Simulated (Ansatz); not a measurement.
# Ta: the cost of one run

Computed with the Python package of Ansatz 0.2.0. Level of theory: DFT LDA, plane waves, PAW.

This is Ta in the hcp structure; at room conditions it is bcc.

## Step 1: The structure

Ta P6_3/mmc: The structure is hexagonal, space group P6_3/mmc (No. 194). The conventional cell has a = 2.900 Å, b = 2.900 Å, c = 5.166 Å, α = 90.00°, β = 90.00°, γ = 120.00°. Ta (site symmetry -6m2) has 12 Ta at 2.90 to 3.08 Å as nearest neighbours.

Ta Im-3m: Symmetry: Im-3m, No. 229, cubic system. Conventional cell: a = 3.303 Å, b = 3.303 Å, c = 3.303 Å, α = 90.00°, β = 90.00°, γ = 90.00°. Around Ta (site symmetry m-3m) lie 8 Ta at 2.86 Å.

The script holds or builds the structure itself.

## Step 2: Script

Contents of transition_ta.py:

```python
import warnings

import ansatz as az
import numpy as np
import pandas as pd

CUTOFF = 470
XC = "lda"
K_SPACING = 0.39
OCCUPATIONS = "gaussian"
SIGMA = 0.1

PHASES = {
    "P6_3/mmc": (
        [(2.900372, 0.0, 0.0), (-1.450186, 2.511796, 0.0), (0.0, 0.0, 5.166274)],
        [
            ("Ta", (2 / 3, 1 / 3, 0.75)),
            ("Ta", (1 / 3, 2 / 3, 0.25)),
        ],
    ),
    "Im-3m": (
        [(-1.65128, 1.65128, 1.65128), (1.65128, -1.65128, 1.65128), (1.65128, 1.65128, -1.65128)],
        [
            ("Ta", (0.0, 0.0, 0.0)),
        ],
    ),
}


def build(vectors, sites):
    crystal = az.Crystal(lattice=az.Lattice.of(vectors))
    for symbol, position in sites:
        crystal = crystal.atom(symbol, position)
    return crystal


def ground_state(name, crystal, pressure=0.0):
    calc = (
        crystal.calculation()
        .eigensolver("davidson")
        .basis(CUTOFF)
        .functional(XC)
        .scf(lower_state_search="light")
        .kpoints(spacing=K_SPACING)
        .occupations(OCCUPATIONS, width=SIGMA)
    )
    calc = calc.relax(force_tolerance=0.02, max_steps=40, cell=True, pressure=pressure)
    return calc.run(threads=1)


def volume_per_atom(outcome):
    return abs(np.linalg.det(outcome.lattice.cell_ang)) / len(outcome.lattice.sites)

warnings.simplefilter("ignore", az.DeckWarning)

phases = {name: build(*cell) for name, cell in PHASES.items()}

pressures = [0, 10, 20, 30]
enthalpy, volume = {name: [] for name in phases}, {name: [] for name in phases}
for p in pressures:
    for name, crystal in phases.items():
        o = ground_state(name, crystal, pressure=p)
        volume[name].append(volume_per_atom(o))
        enthalpy[name].append(o.report["energy_sigma0_ev"] / len(o.lattice.sites) + p * volume[name][-1] / 160.21766)
gap = np.array(enthalpy["Im-3m"]) - np.array(enthalpy["P6_3/mmc"])
rows = [(p, va, vb, 1000 * d) for p, va, vb, d in zip(pressures, volume["P6_3/mmc"], volume["Im-3m"], gap)]
print(pd.DataFrame(rows, columns=["P (GPa)", "V P6_3/mmc (A^3/atom)", "V Im-3m (A^3/atom)", "H(Im-3m) - H(P6_3/mmc) (meV/atom)"]).round(4).to_string(index=False))
crossings = [p0 - g0 * (p1 - p0) / (g1 - g0) for p0, p1, g0, g1 in zip(pressures, pressures[1:], gap, gap[1:]) if g0 * g1 < 0]
print("crossing near", [round(float(p), 1) for p in crossings], "GPa") if crossings else print("no crossing in this range")
```

## Step 3: Launch

Command:

```
$ python transition_ta.py
```

**Question.** How long does this script take on 1 thread of Arm Neoverse V1, shared host, and how much memory does it need?

About 30 s, with a peak of 0.39 GiB.
